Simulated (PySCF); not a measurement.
# B₂GaH₆N: core binding energies at several levels of theory

Aim: compute the core binding energies of B₂GaH₆N (`B[N](B)[GaH2]`) at several levels, and see how far they spread and what each costs.

The runs use PySCF 2.14.0, with density-fitted response routines of our own; the level of theory stands in each step. All values are computed, except where a source is named. Atoms are numbered from 0 throughout.

## (1) Starting geometry

10 atoms, charge 0, multiplicity 1; geometry from: PBE0-D3(BJ)/def2-SVP.

Bonds of the start (Å): B0–N1 1.43, N1–B2 1.43, N1–Ga3 1.89, B0–H4 1.21, B0–H5 1.21, B2–H6 1.21, B2–H7 1.21, Ga3–H8 1.56, Ga3–H9 1.56.

## (2) X-ray photoelectron lines: SCAN, X2C

The job: settings as JSON, then the geometry in Å.

```
{"job": {"kind": "xps"}, "charge": 0, "multiplicity": 1}
B      0.056164    -1.292076     0.796299
N      0.142193    -0.066737     0.064995
B      1.392791     0.602637    -0.111811
Ga    -1.422680     0.677867    -0.685557
H     -1.016769    -1.844826     0.917348
H      1.050503    -1.770253     1.292687
H      1.434346     1.646276    -0.728680
H      2.403998     0.125321     0.351040
H     -2.725193    -0.173698    -0.551932
H     -1.263840     2.075821    -1.362612
```

Level: delta-SCF UKS SCAN, pcX-2 on the ionised atom, pcseg-1 elsewhere, spin-free X2C.

On the command line:

```sh
$ OMP_NUM_THREADS=1 python probes_run.py task.json out
```

The driver reads the jobs from task.json and runs them one after another.

Standard output:

```text
ground state, core basis on atom 0 (B), 130 functions
  cycle   1  E = -2047.71473122  |g| = 4.44e-01
  cycle   2  E = -2047.58788703  |g| = 8.25e-01
  cycle   3  E = -2047.76210660  |g| = 1.12e-01
  cycle   4  E = -2047.76528704  |g| = 3.03e-02
  cycle   5  E = -2047.76555106  |g| = 5.33e-03
  cycle   6  E = -2047.76556026  |g| = 1.79e-03
  cycle   7  E = -2047.76556227  |g| = 5.07e-04
  cycle   8  E = -2047.76556120  |g| = 1.82e-04
  E(ground) = -2048.02791313 Eh
hole in B 1s of atom 0
  cycle   1  E = -2040.14874642  |g| = 1.16e+00
  cycle   2  E = -2038.19728340  |g| = 1.88e+00
  cycle   3  E = -2040.37889534  |g| = 4.98e-01
  cycle   4  E = -2040.53020283  |g| = 2.55e-01
  cycle   5  E = -2040.53103037  |g| = 2.40e-01
  cycle   6  E = -2040.55981864  |g| = 3.16e-02
  cycle   7  E = -2040.56048690  |g| = 1.03e-02
  cycle   8  E = -2040.56061932  |g| = 4.63e-03
  cycle   9  E = -2040.56066794  |g| = 3.59e-03
  cycle  10  E = -2040.56070153  |g| = 2.28e-03
  cycle  11  E = -2040.56071663  |g| = 1.16e-03
  cycle  12  E = -2040.56072129  |g| = 5.20e-04
  cycle  13  E = -2040.56072239  |g| = 1.14e-04
  E(ion) = -2040.82295105 Eh   <S^2> = 0.8244   hole on atom = 1.000   binding energy = 196.057 eV
ground state, core basis on atom 1 (N), 130 functions
  cycle   1  E = -2047.78652726  |g| = 7.20e-02
  cycle   2  E = -2047.78650754  |g| = 1.50e-02
  cycle   3  E = -2047.78640430  |g| = 2.64e-02
  cycle   4  E = -2047.78656360  |g| = 3.49e-03
  cycle   5  E = -2047.78656832  |g| = 3.85e-04
  E(ground) = -2048.04544774 Eh
hole in N 1s of atom 1
  cycle   1  E = -2032.19747652  |g| = 1.87e+00
  cycle   2  E = -2031.41839007  |g| = 2.16e+00
  cycle   3  E = -2032.86779732  |g| = 4.09e-01
  cycle   4  E = -2032.92330591  |g| = 9.91e-02
  cycle   5  E = -2032.92716990  |g| = 1.60e-02
  cycle   6  E = -2032.92729696  |g| = 6.06e-03
  cycle   7  E = -2032.92731622  |g| = 1.32e-03
  cycle   8  E = -2032.92731819  |g| = 3.76e-04
  E(ion) = -2033.18443355 Eh   <S^2> = 0.7678   hole on atom = 1.000   binding energy = 404.389 eV
```

Run time: 10 s. Hardware: 1 thread of Arm Neoverse V1, shared host; peak memory 0.43 GiB.

The holes in one table. −ε is the ground-state orbital energy:

| hole | stands for | environment | ΔSCF (eV) | −ε (eV) | ⟨S²⟩ |
| --- | --- | --- | --- | --- | --- |
| B1s on B0 | B0, B2 | boron bonded to N, 2 H | 196.06 | 180.3 | 0.824 |
| N1s on N1 | N1 | nitrogen bonded to 2 B, Ga | 404.39 | 386.0 | 0.768 |

Each hole run stands for the others of its class of like atoms.

## (3) Core-electron binding energies: B3LYP, X2C

The job, as its differences from that of step 2:

```diff
@@ -1,2 +1,2 @@
-{"job": {"kind": "xps"}, "charge": 0, "multiplicity": 1}
+{"job": {"kind": "xps", "xc": "B3LYP"}, "charge": 0, "multiplicity": 1}
 B      0.056164    -1.292076     0.796299
```

Method: delta-SCF UKS B3LYP, pcX-2 on the ionised atom, pcseg-1 elsewhere, spin-free X2C.

Standard output:

```text
ground state, core basis on atom 0 (B), 130 functions
  cycle   1  E = -2047.93113552  |g| = 4.02e-01
  cycle   2  E = -2047.86251415  |g| = 6.76e-01
  cycle   3  E = -2047.97161922  |g| = 8.26e-02
  cycle   4  E = -2047.97327540  |g| = 2.04e-02
  cycle   5  E = -2047.97339245  |g| = 2.83e-03
  cycle   6  E = -2047.97339531  |g| = 6.90e-04
  cycle   7  E = -2047.97339581  |g| = 1.21e-04
  E(ground) = -2047.97673267 Eh
hole in B 1s of atom 0
  cycle   1  E = -2040.34273423  |g| = 1.16e+00
  cycle   2  E = -2038.52673021  |g| = 1.81e+00
  cycle   3  E = -2040.59131301  |g| = 4.81e-01
  cycle   4  E = -2040.73607887  |g| = 2.19e-01
  cycle   5  E = -2040.74246930  |g| = 1.88e-01
  cycle   6  E = -2040.75837636  |g| = 2.01e-02
  cycle   7  E = -2040.75868614  |g| = 6.77e-03
  cycle   8  E = -2040.75874563  |g| = 2.59e-03
  cycle   9  E = -2040.75876946  |g| = 1.39e-03
  cycle  10  E = -2040.75877984  |g| = 4.91e-04
  E(ion) = -2040.76211236 Eh   <S^2> = 0.7763   hole on atom = 1.000   binding energy = 196.320 eV
ground state, core basis on atom 1 (N), 130 functions
  cycle   1  E = -2047.98999260  |g| = 5.64e-02
  cycle   2  E = -2047.98966026  |g| = 4.72e-02
  cycle   3  E = -2047.98994959  |g| = 3.11e-02
  cycle   4  E = -2047.99014912  |g| = 2.15e-03
  cycle   5  E = -2047.99015077  |g| = 2.93e-04
  E(ground) = -2047.99339462 Eh
hole in N 1s of atom 1
  cycle   1  E = -2032.41328361  |g| = 1.88e+00
  cycle   2  E = -2031.76345011  |g| = 2.12e+00
  cycle   3  E = -2033.10080466  |g| = 3.15e-01
  cycle   4  E = -2033.13354497  |g| = 6.70e-02
  cycle   5  E = -2033.13521264  |g| = 8.14e-03
  cycle   6  E = -2033.13525110  |g| = 2.22e-03
  cycle   7  E = -2033.13525493  |g| = 5.54e-04
  cycle   8  E = -2033.13525458  |g| = 1.43e-04
  E(ion) = -2033.13857586 Eh   <S^2> = 0.7600   hole on atom = 1.000   binding energy = 404.220 eV
```

Wall time 12 s (1 thread of Arm Neoverse V1, shared host); peak memory 0.52 GiB.

The holes in one table. −ε is the ground-state orbital energy:

| hole | stands for | environment | ΔSCF (eV) | −ε (eV) | ⟨S²⟩ |
| --- | --- | --- | --- | --- | --- |
| B1s on B0 | B0, B2 | boron bonded to N, 2 H | 196.32 | 183.9 | 0.776 |
| N1s on N1 | N1 | nitrogen bonded to 2 B, Ga | 404.22 | 389.7 | 0.760 |

Each hole run stands for the others of its class of like atoms.

## (4) Core-electron binding energies: PBE0, X2C

The job, as its differences from that of step 3:

```diff
@@ -1,2 +1,2 @@
-{"job": {"kind": "xps", "xc": "B3LYP"}, "charge": 0, "multiplicity": 1}
+{"job": {"kind": "xps", "xc": "PBE0"}, "charge": 0, "multiplicity": 1}
 B      0.056164    -1.292076     0.796299
```

Level: delta-SCF UKS PBE0, pcX-2 on the ionised atom, pcseg-1 elsewhere, spin-free X2C.

Standard output:

```text
ground state, core basis on atom 0 (B), 130 functions
  cycle   1  E = -2047.46582096  |g| = 3.46e-01
  cycle   2  E = -2047.43357327  |g| = 5.17e-01
  cycle   3  E = -2047.49687043  |g| = 6.81e-02
  cycle   4  E = -2047.49796635  |g| = 1.74e-02
  cycle   5  E = -2047.49805008  |g| = 1.93e-03
  cycle   6  E = -2047.49805232  |g| = 4.90e-04
  E(ground) = -2047.50127087 Eh
hole in B 1s of atom 0
  cycle   1  E = -2039.89332464  |g| = 1.16e+00
  cycle   2  E = -2038.21360041  |g| = 1.72e+00
  cycle   3  E = -2040.14011376  |g| = 4.79e-01
  cycle   4  E = -2040.29005020  |g| = 1.85e-01
  cycle   5  E = -2040.29496836  |g| = 1.69e-01
  cycle   6  E = -2040.30781237  |g| = 1.83e-02
  cycle   7  E = -2040.30810470  |g| = 8.53e-03
  cycle   8  E = -2040.30822657  |g| = 3.84e-03
  cycle   9  E = -2040.30829845  |g| = 1.93e-03
  cycle  10  E = -2040.30832045  |g| = 5.78e-04
  cycle  11  E = -2040.30832103  |g| = 1.66e-04
  E(ion) = -2040.31154993 Eh   <S^2> = 0.7997   hole on atom = 1.000   binding energy = 195.642 eV
ground state, core basis on atom 1 (N), 130 functions
  cycle   1  E = -2047.51566983  |g| = 7.45e-02
  cycle   2  E = -2047.51546756  |g| = 3.88e-02
  cycle   3  E = -2047.51545161  |g| = 4.05e-02
  cycle   4  E = -2047.51579686  |g| = 1.27e-03
  cycle   5  E = -2047.51579707  |g| = 1.77e-04
  E(ground) = -2047.51896479 Eh
hole in N 1s of atom 1
  cycle   1  E = -2031.95193613  |g| = 1.88e+00
  cycle   2  E = -2031.44224873  |g| = 2.01e+00
  cycle   3  E = -2032.64472667  |g| = 2.98e-01
  cycle   4  E = -2032.67467211  |g| = 5.96e-02
  cycle   5  E = -2032.67598396  |g| = 7.02e-03
  cycle   6  E = -2032.67601528  |g| = 2.19e-03
  cycle   7  E = -2032.67601889  |g| = 6.15e-04
  cycle   8  E = -2032.67602005  |g| = 1.55e-04
  E(ion) = -2032.67924835 Eh   <S^2> = 0.7624   hole on atom = 1.000   binding energy = 403.809 eV
```

It took 12 s on 1 thread of Arm Neoverse V1, shared host; peak memory 0.51 GiB.

Binding energies by hole, beside the orbital energy of the ground state; the difference holds orbital relaxation and, for a density functional, its self-interaction error:

| hole | stands for | environment | ΔSCF (eV) | −ε (eV) | ⟨S²⟩ |
| --- | --- | --- | --- | --- | --- |
| B1s on B0 | B0, B2 | boron bonded to N, 2 H | 195.64 | 184.9 | 0.800 |
| N1s on N1 | N1 | nitrogen bonded to 2 B, Ga | 403.81 | 391.6 | 0.762 |

Each hole run stands for the others of its class of like atoms.

## (5) X-ray photoelectron lines: PBE, X2C

The job, as its differences from that of step 4:

```diff
@@ -1,2 +1,2 @@
-{"job": {"kind": "xps", "xc": "PBE0"}, "charge": 0, "multiplicity": 1}
+{"job": {"kind": "xps", "xc": "PBE"}, "charge": 0, "multiplicity": 1}
 B      0.056164    -1.292076     0.796299
```

With the program's defaults for keys left out, this is: delta-SCF UKS PBE, pcX-2 on the ionised atom, pcseg-1 elsewhere, spin-free X2C.

Standard output:

```text
ground state, core basis on atom 0 (B), 130 functions
  cycle   1  E = -2047.38817132  |g| = 4.53e-01
  cycle   2  E = -2047.20286813  |g| = 9.59e-01
  cycle   3  E = -2047.43948713  |g| = 1.56e-01
  cycle   4  E = -2047.44544040  |g| = 3.99e-02
  cycle   5  E = -2047.44590488  |g| = 7.76e-03
  cycle   6  E = -2047.44592247  |g| = 1.91e-03
  cycle   7  E = -2047.44592813  |g| = 4.90e-04
  E(ground) = -2047.45025132 Eh
hole in B 1s of atom 0
  cycle   1  E = -2039.84994046  |g| = 1.17e+00
  cycle   2  E = -2037.62602681  |g| = 2.04e+00
  cycle   3  E = -2040.08029931  |g| = 5.21e-01
  cycle   4  E = -2040.21623584  |g| = 3.53e-01
  cycle   5  E = -2040.22708312  |g| = 2.94e-01
  cycle   6  E = -2040.26958178  |g| = 4.07e-02
  cycle   7  E = -2040.27071397  |g| = 8.28e-03
  cycle   8  E = -2040.27077525  |g| = 2.97e-03
  cycle   9  E = -2040.27078343  |g| = 1.47e-03
  cycle  10  E = -2040.27078831  |g| = 5.09e-04
  cycle  11  E = -2040.27078729  |g| = 1.42e-04
  E(ion) = -2040.27512244 Eh   <S^2> = 0.7883   hole on atom = 1.000   binding energy = 195.245 eV
ground state, core basis on atom 1 (N), 130 functions
  cycle   1  E = -2047.46267083  |g| = 9.41e-02
  cycle   2  E = -2047.46161083  |g| = 7.57e-02
  cycle   3  E = -2047.46154478  |g| = 7.91e-02
  cycle   4  E = -2047.46290261  |g| = 5.03e-03
  cycle   5  E = -2047.46291333  |g| = 8.43e-04
  cycle   6  E = -2047.46291222  |g| = 1.58e-04
  E(ground) = -2047.46714788 Eh
hole in N 1s of atom 1
  cycle   1  E = -2031.90634220  |g| = 1.89e+00
  cycle   2  E = -2030.75251394  |g| = 2.42e+00
  cycle   3  E = -2032.56164323  |g| = 4.29e-01
  cycle   4  E = -2032.62243429  |g| = 1.41e-01
  cycle   5  E = -2032.63066060  |g| = 1.69e-02
  cycle   6  E = -2032.63080690  |g| = 4.69e-03
  cycle   7  E = -2032.63082022  |g| = 4.89e-04
  E(ion) = -2032.63513860 Eh   <S^2> = 0.7601   hole on atom = 1.000   binding energy = 403.600 eV
```

It took 6.2 s on 1 thread of Arm Neoverse V1, shared host; peak memory 0.51 GiB.

Binding energies by hole, beside the orbital energy of the ground state; the difference holds orbital relaxation and, for a density functional, its self-interaction error:

| hole | stands for | environment | ΔSCF (eV) | −ε (eV) | ⟨S²⟩ |
| --- | --- | --- | --- | --- | --- |
| B1s on B0 | B0, B2 | boron bonded to N, 2 H | 195.25 | 177.3 | 0.788 |
| N1s on N1 | N1 | nitrogen bonded to 2 B, Ga | 403.60 | 380.9 | 0.760 |

Each hole run stands for the others of its class of like atoms.

[end of part 1 of 2]
